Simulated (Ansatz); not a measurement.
**F2H2Se2Zr: small, medium and large basis sets**

The task here is to estimate one member of a computed series from the others.

Method: one geometry, several basis sets; program: Ansatz 0.2.0, Gaussian basis.

Plan: PBE0-D4/def2-SVP; ωB97M-V/def2-SVP; PBE0-D4/def2-QZVPP; ωB97M-V/def2-QZVPP; the functionals' def2-TZVPP values are taken from earlier runs.

### The geometry

The geometry comes from an earlier relaxation with PBE0-D4 in a triple-zeta def2 set; it is a stationary point, not always the lowest conformer. Zr takes the def2 core potential; no spin-orbit term is included.

SMILES `[F][Zr]([F])([SeH])[SeH]`, 7 atoms, charge 0, spin multiplicity 1.

Atoms are counted from 1 here; the program's logs count them from 0.

Bond lengths: F1–Zr2 1.888 Å, Zr2–F3 1.889 Å, Zr2–Se4 2.560 Å, Zr2–Se5 2.570 Å, Se4–H6 1.475 Å, Se5–H7 1.476 Å. Angles: F1–Zr2–F3 111.2°, F1–Zr2–Se4 109.8°, F1–Zr2–Se5 110.4°, F3–Zr2–Se4 111.8°, F3–Zr2–Se5 108.9°, Se4–Zr2–Se5 104.5°, Zr2–Se4–H6 86.5°, Zr2–Se5–H7 88.7°.

The first run:

Contents of in.yaml:

```yaml
crystal:
  periodic: [false, false, false]
  atoms:
    - {symbol: F, position_ang: [0.581305, -2.226498, -0.519464]}
    - {symbol: Zr, position_ang: [0.138327, -0.501671, 0.106271]}
    - {symbol: F, position_ang: [1.106786, -0.070987, 1.669597]}
    - {symbol: Se, position_ang: [-2.389522, -0.337861, 0.478893]}
    - {symbol: Se, position_ang: [0.637733, 1.262083, -1.694541]}
    - {symbol: H, position_ang: [-2.091638, 0.781633, 1.392082]}
    - {symbol: H, position_ang: [2.078209, 1.025402, -1.478438]}
basis:
  gaussian: {orbitals: def2-SVP}
hamiltonian: {xc: pbe0, dispersion: d4}
output: {orbitals: {seedname: orbitals}}
```

The run is started by

```bash
ansatz run in.yaml --threads 4 --pin off --events-out ev --progress --plain --max-ram 11315MiB
```

Steps of the session up to this table: PBE0-D4 in def2-SVP; ωB97M-V in def2-SVP; PBE0-D4 in def2-QZVPP; ωB97M-V in def2-QZVPP.

One table of the session follows, with a row left open; its other results are not shown here.

It belongs to the step «Functionals by basis». 

| functional | basis | HOMO (eV) | LUMO (eV) |
| --- | --- | --- | --- |
| PBE0-D4 | def2-SVP | -7.50 | -2.29 |
| PBE0-D4 | def2-TZVPP | -7.55 | -2.32 |
| PBE0-D4 | def2-QZVPP | -7.55 | -2.31 |
| ωB97M-V | def2-SVP | -9.59 | -0.27 |
| ωB97M-V | def2-TZVPP | ? | ? |
| ωB97M-V | def2-QZVPP | -9.68 | -0.33 |

Estimate the missing values for ωB97M-V, def2-TZVPP.

As computed: HOMO (eV): -9.67; LUMO (eV): -0.33. In the column «HOMO (eV)» it lies between ωB97M-V, def2-QZVPP (-9.68) and ωB97M-V, def2-SVP (-9.59).
